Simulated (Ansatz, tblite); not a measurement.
**The cluster Li₅Br₄: a ladder of methods and basis sets**

An exercise on one series of results from a longer session: the logs are not shown, and one member is left open.

Program: Ansatz 0.2.0, Gaussian basis. Level of theory: as each input shows. These are calculated values, not measurements.

The runs, in order: GFN1-xTB, GFN2-xTB, PBE-D4/def2-TZVP, r2SCAN-D4/def2-TZVP, revPBE-D4/def2-TZVP, B97M-V/def2-TZVP, LC-ωPBE/def2-TZVP, PBE-D4/def2-SVP, PBE0-D4/def2-SVP, HF/STO-3G, MP2/def2-TZVP, RPA/def2-TZVP.

2 further runs of the same task are left out: 2 set aside as unsound or not needed.

**The geometry**

The geometry is that of the doublet, from an earlier relaxation (PBE-D4/def2-SVP). At that level it is the lowest of the isomers that a small search found.

9 atoms, charge 0, spin multiplicity 2.

Bond lengths: Li1–Br7 2.461 Å, Li1–Br9 2.453 Å, Li2–Br6 2.309 Å, Li3–Br7 2.461 Å, Li3–Br8 2.452 Å, Li4–Br7 2.505 Å, Li4–Br8 2.476 Å, Li4–Br9 2.477 Å, Li5–Br6 2.399 Å, Li5–Br8 2.536 Å, Li5–Br9 2.534 Å. Angles: Br7–Li1–Br9 105.7°, Br7–Li3–Br8 105.7°, Br7–Li4–Br8 103.7°, Br7–Li4–Br9 103.7°, Br8–Li4–Br9 103.8°, Br6–Li5–Br8 124.5°, Br6–Li5–Br9 124.6°, Br8–Li5–Br9 100.5°, Li2–Br6–Li5 82.6°, Li1–Br7–Li3 75.3°, Li1–Br7–Li4 73.2°, Li3–Br7–Li4 73.2°, Li3–Br8–Li4 73.8°, Li3–Br8–Li5 88.8°, Li4–Br8–Li5 77.8°, Li1–Br9–Li4 73.8°, Li1–Br9–Li5 88.9°, Li4–Br9–Li5 77.8°.

PBE0-D4/def2-TZVP was run before; its log isn't repeated, and its numbers join the tables.

Set-up of the first run:

Tight binding, by tblite at 300 K electronic temperature and without a spin-polarisation term:

```python
tblite.interface.Calculator('GFN1-xTB', numbers, positions, charge=0, uhf=1).singlepoint()
```

Tight binding, by tblite at 300 K electronic temperature and without a spin-polarisation term:

```python
tblite.interface.Calculator('GFN2-xTB', numbers, positions, charge=0, uhf=1).singlepoint()
```

start.molden holds the orbitals of an earlier run on this state, given as this run's starting guess.

Contents of in.yaml:

```yaml
crystal:
  periodic: [false, false, false]
  atoms:
    - {symbol: Li, position_ang: [0.785225, -1.772827, 0.600865]}
    - {symbol: Li, position_ang: [2.572196, 0.894637, -0.220864]}
    - {symbol: Li, position_ang: [-0.024001, 0.843488, 1.844941]}
    - {symbol: Li, position_ang: [-2.011248, -0.818622, 0.411965]}
    - {symbol: Li, position_ang: [-0.188693, 0.722835, -1.639917]}
    - {symbol: Br, position_ang: [1.911082, 1.686147, -2.287291]}
    - {symbol: Br, position_ang: [-0.749298, -1.417885, 2.491578]}
    - {symbol: Br, position_ang: [-1.673170, 1.625472, 0.206880]}
    - {symbol: Br, position_ang: [-0.622084, -1.763245, -1.408157]}
basis:
  gaussian: {orbitals: def2-TZVP, initial_orbitals: start.molden}
magnetization: {spin_polarized: true, initial_magnetization: 1}
hamiltonian: {xc: pbe, dispersion: d4}
scf: {omitted_lower_state_checks: [starts]}
output: {forces: true, orbitals: {seedname: orbitals}}
```

The run is started by

```
$ ansatz run in.yaml --threads 4 --pin off --events-out ev --progress --plain --max-ram 4787MiB
```

Among the steps run: PBE-D4/def2-TZVP; r2SCAN-D4/def2-TZVP; revPBE-D4/def2-TZVP; B97M-V/def2-TZVP; LC-ωPBE/def2-TZVP; PBE-D4/def2-SVP; PBE0-D4/def2-SVP; HF/STO-3G; MP2/def2-TZVP; RPA/def2-TZVP.

One of the session's tables, all rows but one given; the rest of the session is left out.

It belongs to the step «Binding energy». 

```
              level  binding an atom (eV)
          HF/STO-3G                     ?
       HF/def2-TZVP                 2.048
    PBE-D4/def2-SVP                 2.672
   PBE-D4/def2-TZVP                 2.586
revPBE-D4/def2-TZVP                 2.501
r2SCAN-D4/def2-TZVP                 2.633
   B97M-V/def2-TZVP                 2.589
   PBE0-D4/def2-SVP                 2.662
  PBE0-D4/def2-TZVP                 2.583
  LC-ωPBE/def2-TZVP                 2.544
      RPA/def2-TZVP                 2.259
      MP2/def2-TZVP                 2.570
```

Estimate the missing values for HF/STO-3G.

As computed: binding an atom (eV): 2.921. In the column «binding an atom (eV)» it is the highest.

Caveats from the session: Free atoms were run apart at each level; binding is atoms less cluster, divided by the number of atoms, without zero-point or spin-orbit terms.
